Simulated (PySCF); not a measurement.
# Br4Zn: the cost of one run

Computed with PySCF 2.14.0, with density-fitted response routines of our own, on a single molecule, in the gas phase or a continuum. Atoms count from 0, in the outputs and in this text.

**1. Starting geometry**

5 atoms, charge -2, multiplicity 1; geometry from: GFN2-xTB. The atoms were then displaced at random by about 0.01 Å, so the start is not that level's minimum.

Bonds of the start (Å): Br0–Zn1 2.60, Zn1–Br2 2.62, Zn1–Br3 2.65, Zn1–Br4 2.61.

**2. Optimising the geometry at PBE0-D3(BJ)/def2-TZVP**

The job: settings as JSON, then the geometry in Å.

```
{"job": {"xc": "PBE0", "basis": "def2-TZVP", "d3": "d3bj", "grid": 2, "shake": 0.01, "kind": "geom"}, "charge": -2, "multiplicity": 1}
Br    -2.004220    -0.985680    -1.345760
Zn    -0.004480    -0.004450    -0.005560
Br    -0.367540     2.554770     0.405030
Br     2.232080    -0.358220    -1.375100
Br     0.177730    -1.240390     2.283500
```

On the command line:

```sh
$ OMP_NUM_THREADS=1 python probes_run.py task.json out
```

One launch serves the whole session: the jobs run in the order shown.

Q: Estimate the wall time and peak memory of this first job on 1 thread of Arm Neoverse V1, shared host.

About 4.3 min, with a peak of 1.6 GiB.
